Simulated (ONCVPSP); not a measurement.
**Pseudopotential generation for silicon: ONCV, PBE**

Do these settings give a usable potential? It is generated, then checked for transferability, scattering, ghosts and hardness.

Method: ONCVPSP 4.0.1.1 (patched build), PBE, scalar-relativistic.

### Step 1. Settings

Typed settings, in words:

```
element                 : silicon (Si, Z = 14)
type                    : optimised norm-conserving Vanderbilt (ONCV)
frozen core             : [Ne]
valence charge          : 4
reference configuration : 3s2 3p2
partial waves           : 3s: rc 1.50 bohr, ncon 4, nbas 7, qcut 4.6 1/bohr, 2 projectors, debl 0.3 Ha; 3p: rc 1.55 bohr, ncon 4, nbas 7, qcut 4.5 1/bohr, 2 projectors, debl 1.1 Ha; d scattering state at 0.14 Ha: rc 1.55 bohr, ncon 4, nbas 8, qcut 5.4 1/bohr, 2 projectors, debl 1.3 Ha
local potential         : polynomial inside 1.00 bohr (lpopt 5, dvloc0 3 Ha)
core correction         : not asked for
```

The outer shells as boxes (Hund's rule for the drawing; the calculation is spin-unpolarised):

```
[Ne] core
3s [↑↓]
3p [↑ ][↑ ][  ]
```

### Step 2. Generating the potential

The input, Si.dat:

```
# ATOM AND REFERENCE CONFIGURATION
# atsym  z   nc   nv     iexc    psfile
  Si 14.00    3    2        4      upf
#
#   n    l    f
    1    0    2.00
    2    0    2.00
    2    1    6.00
    3    0    2.00
    3    1    2.00
#
# PSEUDOPOTENTIAL AND OPTIMIZATION
# lmax
    2
#
#   l,   rc,      ep,       ncon, nbas, qcut
    0    1.50    0.00    4    7    4.60
    1    1.55    0.00    4    7    4.50
    2    1.55    0.14    4    8    5.40
#
# LOCAL POTENTIAL
# lloc, lpopt,  rc(5),   dvloc0
    4    5    1.00    3.00
#
# VANDERBILT-KLEINMAN-BYLANDER PROJECTORs
# l, nproj, debl
    0    2    0.30
    1    2    1.10
    2    2    1.30
#
# MODEL CORE CHARGE
# icmod, fcfact, rcfact
    0    0.00    0.00
#
# LOG DERIVATIVE ANALYSIS
# epsh1, epsh2, depsh
   -2.00    5.00    0.02
#
# OUTPUT GRID
# rlmax, drl
    6.00    0.01
#
# TEST CONFIGURATIONS
# ncnf
    4
# nvcnf
#   n    l    f
    2
    3    0    2.00
    3    1    1.00
#
    2
    3    0    2.00
    3    1    0.00
#
    2
    3    0    1.00
    3    1    0.00
#
    2
    3    0    2.00
    3    1    1.50
#
```

On the command line:

```
$ oncvpsp.x < Si.dat > Si.out
```

What does the calculation give? Wanted: cutoffs for 1 and 0.1 mHa per electron, occupied waves; bound ghosts; GHOST(+) flags; largest test error; largest phase difference near zero energy, channels read; projector energies reset by the program.

The runs gave:

| quantity | value |
| --- | --- |
| cutoffs for 1 and 0.1 mHa per electron, occupied waves | 7.7 Ha and 49 Ha |
| bound ghosts | s at -114.04 eV |
| GHOST(+) flags | p at 648 eV, p at 1409 eV (1 near or above the test basis's cutoff) |
| largest test error (AE − PS) | +55 meV, for 3s1 3p0 |
| largest phase difference near zero energy, channels read | 0.000 rad |
| projector energies reset by the program | s: -0.397, 0.250 Ha |

What this shows: It has a bound ghost (s), a state that the atom doesn't have, and that rules the file out. The worst unpolarised test, 3s1 3p0, is off by 55 meV on 57.7 eV; by total energies transferability rates as fair. That test lies far up in energy; among those under 40 eV, nearer to bonding, the largest error is 8.2 meV. By its cutoff, 7.7 Ha for the looser tolerance, it is soft on the atom at that tolerance. The tighter tolerance needs 49 Ha, and converged work needs a cutoff nearer that. At the looser tolerance the 3s wave is the slowest; 3p needs 3 Ha. That counts occupied waves only; other projectors can need more. Near zero energy the phases of the channels with partial waves agree within 0.001 rad. The program also flags highly localised states, GHOST(+) (p). All of this concerns the isolated atom, not yet a solid.
